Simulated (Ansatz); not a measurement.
A nudged elastic band was laid between two geometries of a periodic cell of 17 atoms, CuSi16 (host Si, host structure diamond, interstitial Cu), cell charge +1.

Method: DFT PBE, scalar-relativistic, plane waves, PAW in Ansatz 0.2.0. Settings: PAW set soft_1, cutoff 420 eV, k mesh 2x2x2, gaussian smearing 0.05 eV, no spin polarisation.

* movable images: 3
* climbing image: yes
* spring: 5.0 eV/Å²
* optimiser: quadratic models (default)
* start path: default
* force threshold: 0.05 eV/Å
* iteration limit: 6
* end points: relaxed

First end point:

```xyz
17
Lattice="0.0000 5.4300 5.4300 5.4300 0.0000 5.4300 5.4300 5.4300 0.0000" Properties=species:S:1:pos:R:3
Si -0.061 -0.030 -0.061
Si 1.311 1.293 1.311
Si 2.657 2.713 -0.004
Si 4.069 4.116 1.398
Si 2.666 -0.046 2.666
Si 4.018 1.306 4.018
Si 5.369 2.656 2.680
Si 6.742 4.026 4.005
Si -0.004 2.713 2.658
Si 1.398 4.115 4.069
Si 2.853 5.570 2.853
Si 4.199 6.912 4.199
Si 2.681 2.656 5.369
Si 4.005 4.026 6.742
Si 5.427 5.370 5.428
Si 6.828 6.784 6.828
Cu 6.941 4.222 6.941
```

Last end point:

```xyz
17
Lattice="0.0000 5.4300 5.4300 5.4300 0.0000 5.4300 5.4300 5.4300 0.0000" Properties=species:S:1:pos:R:3
Si 0.143 -0.069 -0.142
Si 1.270 1.317 1.342
Si 2.678 2.786 -0.011
Si 4.144 4.189 1.289
Si 2.646 -0.018 2.786
Si 4.090 1.318 4.162
Si 5.444 2.787 2.754
Si 6.674 4.154 4.188
Si -0.062 2.689 2.699
Si 1.458 3.954 3.974
Si 2.750 5.467 2.683
Si 4.014 6.820 4.110
Si 2.733 2.689 5.495
Si 4.014 4.101 6.849
Si 5.338 5.513 5.524
Si 6.752 6.820 6.849
Cu 8.447 2.463 7.845
```

(1) Which bonds break or form, and what moves?

(2) Give the energies along the band, and the barrier.

(3) What is the geometry of the highest image?

The band took 6 iterations and roughly 2.9 core-minutes.

## Answers

(1) Contacts lost: Si15–Cu17, Si16–Cu17. Contacts made: Si5–Cu17, Si6–Cu17, Si7–Cu17. The atom that moves furthest is Cu17, by 2.49 Å.

(2) It converged. The highest image is number 2 of 0 to 4, 0.043 eV above the first end and 0.048 eV above the last; the last end lies 0.004 eV below the first. A structure lower than the first end lies on the path between it and the top, so the climb from that side starts below the end, which may itself be a saddle point or a shallow side well. The order of the stationary point at the top wasn't checked. Limits of this set-up: coarse k mesh, charged cell in a uniform background, uncorrected.

```json
{"image": "0", "path coordinate (Å)": "0.00", "energy (eV)": "0.000", "Si15–Cu17 (Å)": "2.43", "Si16–Cu17 (Å)": "2.57", "Si5–Cu17 (Å)": "4.57"}
{"image": "1", "path coordinate (Å)": "0.64", "energy (eV)": "-0.004", "Si15–Cu17 (Å)": "2.67", "Si16–Cu17 (Å)": "3.03", "Si5–Cu17 (Å)": "4.04"}
{"image": "2", "path coordinate (Å)": "1.28", "energy (eV)": "0.043", "Si15–Cu17 (Å)": "3.28", "Si16–Cu17 (Å)": "3.50", "Si5–Cu17 (Å)": "3.53"}
{"image": "3", "path coordinate (Å)": "2.15", "energy (eV)": "0.000", "Si15–Cu17 (Å)": "4.25", "Si16–Cu17 (Å)": "4.13", "Si5–Cu17 (Å)": "3.03"}
{"image": "4", "path coordinate (Å)": "3.03", "energy (eV)": "-0.004", "Si15–Cu17 (Å)": "4.06", "Si16–Cu17 (Å)": "4.01", "Si5–Cu17 (Å)": "2.54"}
```

(3) 
```xyz
17
Lattice="0.0000 5.4300 5.4300 5.4300 0.0000 5.4300 5.4300 5.4300 0.0000" Properties=species:S:1:pos:R:3
Si -0.130 0.119 -0.164
Si 1.280 1.272 1.302
Si 2.759 2.663 -0.064
Si 4.154 4.150 1.315
Si 2.678 -0.008 2.657
Si 3.939 1.488 3.955
Si 5.438 2.750 2.661
Si 6.838 4.023 4.041
Si -0.079 2.633 2.757
Si 1.318 4.124 4.136
Si 2.803 5.518 2.770
Si 4.209 6.667 4.242
Si 2.671 2.764 5.457
Si 4.073 4.034 6.836
Si 5.573 5.295 5.546
Si 6.834 6.791 6.841
Cu 7.455 3.408 7.459
```

The run took 2.9 min on 1 thread of Arm Neoverse V2, with other jobs on the host, peak memory 0.76 GiB.
